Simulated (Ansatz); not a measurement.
# GeH6OSi: the cost of one run

Method: RKS PBE0-D4/def2-SVP, in Ansatz 0.2.0.

## (1) The starting structure

Bond lengths: Ge1–Si2 2.694 Å, Ge1–O3 1.818 Å, Ge1–H5 1.540 Å, Ge1–H6 1.538 Å, Si2–H7 1.471 Å, Si2–H8 1.464 Å, Si2–H9 1.470 Å. Angles: Ge1–Si2–H7 104.8°, Ge1–Si2–H8 115.4°, Ge1–Si2–H9 108.2°, H7–Si2–H8 108.0°, H7–Si2–H9 112.0°, H8–Si2–H9 108.5°, Si2–Ge1–O3 77.0°, Si2–Ge1–H5 122.5°, Si2–Ge1–H6 130.9°, O3–Ge1–H5 106.5°, O3–Ge1–H6 106.2°, H5–Ge1–H6 103.8°.

As a file:

```xyz
9

Ge   -0.9781    0.7652   -0.6958
Si    1.0721   -0.8198    0.0397
O    -1.1415    0.6990    1.1134
H    -0.1391   -0.0477    1.2561
H    -0.7876    2.2485   -1.0630
H    -2.3647    0.4204   -1.2646
H     1.8951    0.0166    0.9263
H     1.9230   -1.2943   -1.0534
H     0.5208   -1.9879    0.7414
```

## (2) Pulling towards end A

Springs on the bonds that form and break draw the guess towards this end; the thresholds are loose.

File input.yaml:

```yaml
crystal:
  periodic: [false, false, false]
  atoms:
    - { symbol: Ge, position_ang: [-0.9781, 0.7652, -0.6958] }
    - { symbol: Si, position_ang: [1.0721, -0.8198, 0.0397] }
    - { symbol: O, position_ang: [-1.1415, 0.699, 1.1134] }
    - { symbol: H, position_ang: [-0.1391, -0.0477, 1.2561] }
    - { symbol: H, position_ang: [-0.7876, 2.2485, -1.063] }
    - { symbol: H, position_ang: [-2.3647, 0.4204, -1.2646] }
    - { symbol: H, position_ang: [1.8951, 0.0166, 0.9263] }
    - { symbol: H, position_ang: [1.923, -1.2943, -1.0534] }
    - { symbol: H, position_ang: [0.5208, -1.9879, 0.7414] }
basis:
  gaussian: { orbitals: def2-SVP }
hamiltonian:
  xc: pbe0
  dispersion: d4
relax:
  f_tol: 0.15
  max_steps: 25
  restrain:
    - { distance: [3, 1], at: 2.72, k: 30.0 }
    - { distance: [0, 1], at: 2.31, k: 30.0 }
    - { distance: [3, 2], at: 0.97, k: 30.0 }
```

Command:

```
$ ansatz run input.yaml --threads 2 --pin off --max-ram 3072MiB --backend cpu --events-out ev --progress --plain --runs-dir out
```

Q: Estimate wall time and peak memory on 2 threads of Intel Xeon Platinum 8375C at 2.90GHz (Ice Lake), shared host.

About 19 s, with a peak of 0.21 GiB.
